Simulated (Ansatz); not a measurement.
# CH₃ClFY: taking an electron away

One table from this session's results is given with a row withheld; the runs are named, their logs left out.

Computed with Ansatz 0.2.0, Gaussian basis. Level: unrestricted cation, the program's frozen cores in correlated methods.

The runs, in order: UKS PBE-D4/def2-TZVPP; UKS r2SCAN-D4/def2-TZVPP; UKS PBE0-D4/def2-TZVPP; UKS B3LYP-D4/def2-TZVPP; UKS wB97X-V/def2-TZVPP; UKS wB97M-V/def2-TZVPP; UKS B2PLYP/def2-TZVPP; UHF-CCSD(T)/def2-TZVPP; UHF-MP2/def2-QZVPP; extrapolation to the limit; then −ε(HOMO) from the neutral's earlier runs with LDA (SPW92), PBE-D4, revPBE-D4, BLYP-D4, r2SCAN-D4, B97M-V, PBE0-D4, B3LYP-D4, r2SCANh-D4, r2SCAN0-D4, HSE06-D4, BHLYP-D4, CAM-B3LYP-D4, LC-ωPBE, ωB97X-V, ωB97M-V.

### Structure used throughout

An earlier PBE0-D4 in a triple-zeta def2 set relaxation fixed the geometry. Y takes the def2 core potential; no spin-orbit term is included.

SMILES `[CH3][Y]([F])[Cl]`, 7 atoms, charge 0, spin multiplicity 1.

Atoms are counted from 1 here; the program's logs count them from 0.

Bond lengths: C1–Y2 2.331 Å, C1–H5 1.099 Å, C1–H6 1.097 Å, C1–H7 1.099 Å, Y2–F3 1.982 Å, Y2–Cl4 2.469 Å. Angles: Y2–C1–H5 110.7°, Y2–C1–H6 114.3°, Y2–C1–H7 112.6°, H5–C1–H6 106.3°, H5–C1–H7 105.4°, H6–C1–H7 107.0°, C1–Y2–F3 114.3°, C1–Y2–Cl4 116.1°, F3–Y2–Cl4 124.1°.

The first run:

The input, in.yaml:

```yaml
crystal:
  periodic: [false, false, false]
  atoms:
    - {symbol: C, position_ang: [-0.178974, 1.084664, -0.048565]}
    - {symbol: Y, position_ang: [0.474725, -1.152649, -0.071417]}
    - {symbol: F, position_ang: [1.774309, -1.638166, 1.344083]}
    - {symbol: Cl, position_ang: [-1.116655, -2.740723, -1.091371]}
    - {symbol: H, position_ang: [-1.139089, 1.203758, 0.473683]}
    - {symbol: H, position_ang: [0.529117, 1.756461, 0.451771]}
    - {symbol: H, position_ang: [-0.343434, 1.486654, -1.058176]}
basis:
  gaussian: {orbitals: def2-TZVPP}
total_charge: 1
magnetization: {spin_polarized: true, initial_magnetization: 1}
hamiltonian: {xc: pbe, dispersion: d4}
```

On the command line:

```bash
$ ansatz run in.yaml --threads 2 --pin off --events-out ev --progress --plain --max-ram 22528MiB --backend cpu
```

Steps of the session up to this table: Cation, UKS PBE-D4/def2-TZVPP; Cation, UKS r2SCAN-D4/def2-TZVPP; Cation, UKS PBE0-D4/def2-TZVPP; Cation, UKS B3LYP-D4/def2-TZVPP; Cation, UKS wB97X-V/def2-TZVPP; Cation, UKS wB97M-V/def2-TZVPP; Cation, UKS B2PLYP (frozen core)/def2-TZVPP; Cation, UHF-CCSD(T)/def2-TZVPP; Cation, UHF-MP2/def2-QZVPP.

One table of the session follows, with a row left open; its other results are not shown here.

Orbital estimates, from the neutral's runs:

| functional | −ε(HOMO) (eV) |
| --- | --- |
| LDA (SPW92) | 6.08 |
| PBE-D4 | 5.90 |
| revPBE-D4 | ? |
| BLYP-D4 | 5.77 |
| r2SCAN-D4 | 6.12 |
| B97M-V | 6.17 |
| PBE0-D4 | 7.16 |
| B3LYP-D4 | 6.94 |
| r2SCANh-D4 | 6.60 |
| r2SCAN0-D4 | 7.32 |
| HSE06-D4 | 6.76 |
| BHLYP-D4 | 8.32 |
| CAM-B3LYP-D4 | 8.54 |
| LC-ωPBE | 9.92 |
| ωB97X-V | 9.54 |
| ωB97M-V | 9.42 |

Estimate the missing values for revPBE-D4.

**Answer.** −ε(HOMO) (eV): 5.83. In the column «−ε(HOMO) (eV)» it lies between BLYP-D4 (5.77) and PBE-D4 (5.90).

To keep in mind: The cation may have settled in a state other than its lowest; no search over hole states beyond the program's own was made.
